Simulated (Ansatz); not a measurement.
# C7H5O2: the cost of one run

Computed with Ansatz 0.2.0, Gaussian basis. Level: one geometry, several basis sets.

Levels to be run: PBE0-D4/def2-SVPD; ωB97M-V/def2-SVPD; PBE0-D4/def2-QZVPPD; ωB97M-V/def2-QZVPPD; the functionals' def2-TZVPPD values are taken from earlier runs.

## 1. The geometry

The geometry comes from an earlier relaxation with PBE0-D4 in a triple-zeta def2 set; it is a stationary point, not always the lowest conformer.

14 atoms, charge -1, spin multiplicity 1.

Atoms are counted from 1 here; the program's logs count them from 0.

Bond lengths: O1–C2 1.247 Å, C2–O3 1.247 Å, C2–C4 1.542 Å, C4–C5 1.391 Å, C4–C9 1.391 Å, C5–C6 1.388 Å, C5–H10 1.085 Å, C6–C7 1.390 Å, C6–H11 1.087 Å, C7–C8 1.390 Å, C7–H12 1.086 Å, C8–C9 1.388 Å, C8–H13 1.087 Å, C9–H14 1.085 Å. Angles: O1–C2–O3 129.5°, O1–C2–C4 115.2°, O3–C2–C4 115.3°, C2–C4–C5 120.7°, C2–C4–C9 120.7°, C5–C4–C9 118.5°, C4–C5–C6 120.9°, C4–C5–H10 117.0°, C6–C5–H10 122.1°, C5–C6–C7 120.1°, C5–C6–H11 120.1°, C7–C6–H11 119.8°, C6–C7–C8 119.4°, C6–C7–H12 120.3°, C8–C7–H12 120.3°, C7–C8–C9 120.1°, C7–C8–H13 119.8°, C9–C8–H13 120.1° and more.

## 2. PBE0-D4 in def2-SVPD

in.yaml

```yaml
crystal:
  periodic: [false, false, false]
  atoms:
    - {symbol: O, position_ang: [0.860983, -2.970332, 0.602878]}
    - {symbol: C, position_ang: [1.178121, -2.091008, -0.222170]}
    - {symbol: O, position_ang: [2.015099, -2.134492, -1.145246]}
    - {symbol: C, position_ang: [0.424622, -0.753508, -0.080057]}
    - {symbol: C, position_ang: [0.684967, 0.304331, -0.944663]}
    - {symbol: C, position_ang: [0.008542, 1.510106, -0.820493]}
    - {symbol: C, position_ang: [-0.943804, 1.675014, 0.177956]}
    - {symbol: C, position_ang: [-1.211213, 0.624377, 1.047264]}
    - {symbol: C, position_ang: [-0.530544, -0.578203, 0.915572]}
    - {symbol: H, position_ang: [1.434477, 0.140786, -1.711491]}
    - {symbol: H, position_ang: [0.222135, 2.327809, -1.503494]}
    - {symbol: H, position_ang: [-1.474665, 2.617174, 0.278071]}
    - {symbol: H, position_ang: [-1.954658, 0.747068, 1.830201]}
    - {symbol: H, position_ang: [-0.714062, -1.419112, 1.575670]}
basis:
  gaussian: {orbitals: def2-SVPD}
total_charge: -1
hamiltonian: {xc: pbe0, dispersion: d4}
output: {orbitals: {seedname: orbitals}}
```

The run is started by

```sh
> ansatz run in.yaml --threads 2 --pin off --events-out ev --progress --plain --max-ram 32768MiB --backend cpu
```

**Question.** How long does this run take on 2 threads of AMD EPYC 7R13, shared host, and how much memory does it need?

About 19 s, with a peak of 0.73 GiB.
